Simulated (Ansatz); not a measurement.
# Ir: the cost of one run

Method: DFT PBEsol, scalar-relativistic, plane waves, PAW, in Ansatz 0.2.0.

1 further run of the same task is left out (set aside as unsound or not needed).

**1. The structure to begin with**

The structure is monoclinic, space group P2/m (No. 10). The conventional cell has a = 6.634 Å, b = 2.708 Å, c = 24.382 Å, α = 90.00°, β = 90.00°, γ = 90.00°. Around Ir (site symmetry m) lie 7 Ir at 2.59 to 2.71 Å. Around Ir (site symmetry m) lie 9 Ir at 2.62 to 2.71 Å. Around Ir (site symmetry m) lie 10 Ir at 2.65 to 2.77 Å. Around Ir (site symmetry m) lie 12 Ir at 2.59 to 2.75 Å. Around Ir (site symmetry m) lie 12 Ir at 2.67 to 2.77 Å. Ir (site symmetry m) is surrounded by 12 Ir at 2.66 to 2.76 Å. Ir (site symmetry 2/m) has 12 Ir at 2.69 to 2.71 Å as nearest neighbours.

Structure file:

```
Ir
1.0
     2.70838    0.00000    0.00000
     0.00000    6.63415    0.00000
     0.00000    0.00000   24.38211
Ir
13
Direct
  0.50000 0.65169 0.31370
  0.00000 0.33148 0.34372
  0.50000 0.00135 0.36884
  0.00000 0.66948 0.40436
  0.50000 0.33117 0.43831
  0.00000 0.99861 0.46679
  0.50000 0.66667 0.50000
  0.00000 0.33472 0.53321
  0.50000 0.00217 0.56169
  0.00000 0.66385 0.59564
  0.50000 0.33198 0.63116
  0.00000 0.00186 0.65628
  0.50000 0.68164 0.68630
```

Planes are indexed in the bulk's conventional cell (Fm-3m (No. 225)), a = 3.830 Å, b = 3.830 Å, c = 3.830 Å, α = 90.00°, β = 90.00°, γ = 90.00°.

As cut, it was a (211) slab, 9.4 Å thick as cut, with 15 Å of vacuum; its outer planes are Ir (top) and Ir (bottom); it was relaxed in an earlier run.

**2. Bands of the relaxed slab**

A dipole layer in the vacuum cancels the field that periodic copies would set up if the slab's two faces differ.

Contents of input.yaml:

```yaml
crystal:
  lattice:
    - [2.708380993, 0.0, 0.0]
    - [0.0, 6.6341514618, 0.0]
    - [0.0, 0.0, 24.3821069722]
  atoms:
    - { symbol: Ir, position: [0.5, 0.6516903987, 0.3136953529] }
    - { symbol: Ir, position: [0.0, 0.331475394, 0.3437206292] }
    - { symbol: Ir, position: [0.5, 0.001350253, 0.3688392068] }
    - { symbol: Ir, position: [0.0, 0.6694790172, 0.4043554713] }
    - { symbol: Ir, position: [0.5, 0.3311651252, 0.4383081579] }
    - { symbol: Ir, position: [0.0, -0.001391596, 0.4667868201] }
    - { symbol: Ir, position: [0.5, 0.6666666642, 0.4999999996] }
    - { symbol: Ir, position: [0.0, 0.3347249283, 0.5332131798] }
    - { symbol: Ir, position: [0.5, 0.0021682058, 0.5616918426] }
    - { symbol: Ir, position: [0.0, 0.6638543145, 0.5956445273] }
    - { symbol: Ir, position: [0.5, 0.3319830823, 0.6311607953] }
    - { symbol: Ir, position: [0.0, 0.0018579424, 0.6562793711] }
    - { symbol: Ir, position: [0.5, 0.6816429372, 0.6863046458] }
basis:
  ecutwfc: 420
kpoints:
  mp_grid: { grid: [13, 5, 1] }
  band_path:
    path: [[0.5, 0, 0], [0, 0, 0], [0, 0.5, 0], [0.5, 0.5, 0], [0, 0, 0]]
    npoints: 12
hamiltonian:
  xc: pbesol
scf:
  occupations: { method: gaussian, width: 0.1 }
  n_extra_bands: 32
output:
  forces: true
  eigenvalues: true
  populations: true
  fatbands: true
  write_density: true
  write_potential: true
  elf: true
  volumetric_format: npy
efield:
  axis: 3
  dipole_correction: true
  ramp_width: 0.04
```

Launch:

```bash
$ ansatz run input.yaml --threads 8 --pin off --max-ram 15360MiB --backend cpu --events-out ev --progress --plain --runs-dir out
```

Q: Estimate wall time and peak memory on 8 threads of Arm Neoverse V1, shared host.

About 2.3 min, with a peak of 4 GiB.
